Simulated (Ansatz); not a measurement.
# CH4BLiO (SMILES [Li][O]CB): one structure at several levels

An exercise on one series of results from a longer session: the logs are not shown, and one member is left open.

Method: single points in def2-TZVPP; program: Ansatz 0.2.0, Gaussian basis.

Correlated methods freeze the cores. The outer core shell of Li, Na, Mg and K is correlated.

## The starting structure

8 atoms, charge 0, spin multiplicity 1.

Atoms are counted from 1 here; the program's logs count them from 0.

Bond lengths: Li1–O2 1.514 Å, O2–C3 1.436 Å, C3–B4 1.545 Å, C3–H5 1.066 Å, C3–H6 1.175 Å, B4–H7 1.151 Å, B4–H8 1.209 Å. Angles: Li1–O2–C3 170.2°, O2–C3–B4 118.3°, O2–C3–H5 107.1°, O2–C3–H6 106.1°, B4–C3–H5 109.0°, B4–C3–H6 108.6°, H5–C3–H6 107.2°, C3–B4–H7 118.0°, C3–B4–H8 121.4°, H7–B4–H8 120.4°.

Coordinates:

```mol
CH4BLiO
  3D, bonds by distance, orders not assigned

  8  7  0  0  0  0  0  0  0  0999 V2000
   -2.7604   -0.4984    0.2868 Li  0  0
   -1.3849    0.1338    0.2551 O   0  0
   -0.0067    0.5181    0.1317 C   0  0
    1.0072   -0.5383   -0.3608 B   0  0
    0.0257    1.3611   -0.5195 H   0  0
    0.3242    0.8882    1.1964 H   0  0
    2.1181   -0.2404   -0.4063 H   0  0
    0.6670   -1.6736   -0.6014 H   0  0
  1  2  8  0
  2  3  8  0
  3  4  8  0
  3  5  8  0
  3  6  8  0
  4  7  8  0
  4  8  8  0
M  END
```

The first run:

run/in.yaml

```yaml
crystal:
  periodic: [false, false, false]
  atoms:
    - {symbol: Li, position_ang: [-2.760400, -0.498400, 0.286800]}
    - {symbol: O, position_ang: [-1.384900, 0.133800, 0.255100]}
    - {symbol: C, position_ang: [-0.006700, 0.518100, 0.131700]}
    - {symbol: B, position_ang: [1.007200, -0.538300, -0.360800]}
    - {symbol: H, position_ang: [0.025700, 1.361100, -0.519500]}
    - {symbol: H, position_ang: [0.324200, 0.888200, 1.196400]}
    - {symbol: H, position_ang: [2.118100, -0.240400, -0.406300]}
    - {symbol: H, position_ang: [0.667000, -1.673600, -0.601400]}
basis:
  gaussian: {orbitals: def2-TZVPP}
correlation: {method: ccsd_t}
output: {forces: true}
```

The command line of these runs was not kept.

Among the steps run: CCSD(T)/def2-TZVPP; PBE0-D4/def2-TZVPP; wB97M-V/def2-TZVPP; r2SCAN-D4/def2-TZVPP; PBE-D4/def2-TZVPP; LC-wPBE/def2-TZVPP; HSE06-D4/def2-TZVPP.

One of the session's tables, all rows but one given; the rest of the session is left out.

| method | RMS force component (eV/Å) | angle to CCSD(T) forces (°) | dipole (D) |
| --- | --- | --- | --- |
| CCSD(T) | 1.062 | reference | 4.85 |
| PBE0-D4 | 1.113 | 7.3 | 4.84 |
| wB97M-V | 1.059 | 4.4 | 4.77 |
| r2SCAN-D4 | 1.065 | 7.4 | 4.92 |
| PBE-D4 | 1.046 | 10.9 | 4.74 |
| LC-wPBE | 1.121 | 5.1 | 4.79 |
| HSE06-D4 | ? | ? | ? |

Q: Estimate the row for HSE06-D4 from the others.

The run gave: RMS force component (eV/Å): 1.113; angle to CCSD(T) forces (°): 7.4; dipole (D): 4.85.
